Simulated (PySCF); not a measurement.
# [LuH2]+: other functionals and bases at one geometry

An exercise on one series of results from a longer session: the logs are not shown, and one member is left open.

Method: several levels, as the steps say, no spin–orbit coupling; program: PySCF 2.14.0.

1 further run of the same task is left out (for a known fault of the program).

### The system as given

3 atoms, charge 1, spin multiplicity 1.

Bond lengths: Lu1–H2 1.866 Å, Lu1–H3 1.866 Å. Angles: H2–Lu1–H3 104.7°.

Coordinates:

```xyz
3
H2Lu
Lu    0.00000    0.00000   -0.19104
H     1.47807    0.00000    0.94869
H    -1.47807    0.00000    0.94869
```

Formal oxidation states: Lu +3. Each metal's 14 4f electrons lie in its core potential, so multiplicities, spins and levels count the valence alone. An earlier session relaxed this geometry at PBE0, Lu lcecp-1-SVP with ECP60, H def2-SVP (singlet, point group C2v).

At PBE0 on the finer grid: E = -40.846278 Eh, HOMO -12.96 eV, LUMO -8.07 eV, Mulliken charge on Lu1 +1.18 e, largest force component 0.005 eV/Å. 

Levels to run: TPSSh; BP86; PBE0, TZVP. Hardware: 2 threads of Intel Xeon 6975P-C (Granite Rapids), shared host.

The first run:

run.py (the lines that set the calculation) reads:

```python
mol = gto.M(atom='''
Lu     0.00000     0.00000    -0.19104
H      1.47807     0.00000     0.94869
H     -1.47807     0.00000     0.94869''',
    basis={'Lu': 'lcecp-1-SVP', 'H': 'def2-SVP'},
    ecp={'Lu': 'lcecp-1-SVP'},
    charge=1, spin=0)
mf = dft.RKS(mol, xc='TPSSH')
mf.grids.atom_grid = (75, 302)  # f atoms: unpruned, at least (60, 302)
mf = mf.density_fit()  # fitting sets: Lu AutoAux, H def2-universal-JKFIT
mf.conv_tol = 1e-08; mf.max_cycle = 55
mf.kernel(dm0)  # dm0: the density of the relaxed state
```

Started as:

```sh
$ OMP_NUM_THREADS=2 python run.py
```

Among the steps run: TPSSh; BP86; PBE0, TZVP.

One table of the session follows, with a row left open; its other results are not shown here.

| level | HOMO (eV) | gap (eV) | charge on Lu1 (e) | dipole (D) | largest force component (eV/Å) |
| --- | --- | --- | --- | --- | --- |
| PBE0 (relaxed here) | -12.96 | 4.89 | 1.18 | 4.26 | 0.00 |
| TPSSh | ? | ? | ? | ? | ? |
| BP86 | -11.95 | 3.02 | 1.11 | 3.84 | 0.21 |
| PBE0, TZVP | -12.96 | 4.92 | 1.26 | 4.34 | 0.09 |

**Question.** Estimate the row for TPSSh.

As computed: HOMO (eV): -12.40; gap (eV): 4.02; charge on Lu1 (e): 1.24; dipole (D): 4.34; largest force component (eV/Å): 0.03. In the column «HOMO (eV)» it lies between PBE0, TZVP (-12.96) and BP86 (-11.95).

The dipole of a charged species depends on the origin, so these sizes hold for this origin alone.

In one basis the HOMO–LUMO gap runs from 3.02 eV (BP86) to 4.89 eV (PBE0). The largest leftover force, 0.21 eV/Å with BP86, stands at a geometry relaxed at another level. With 4f in the core, its levels are missing from HOMO and gap, and its count is fixed, so no charge can pass from the ligands into it. Total energies of different levels can't be compared.
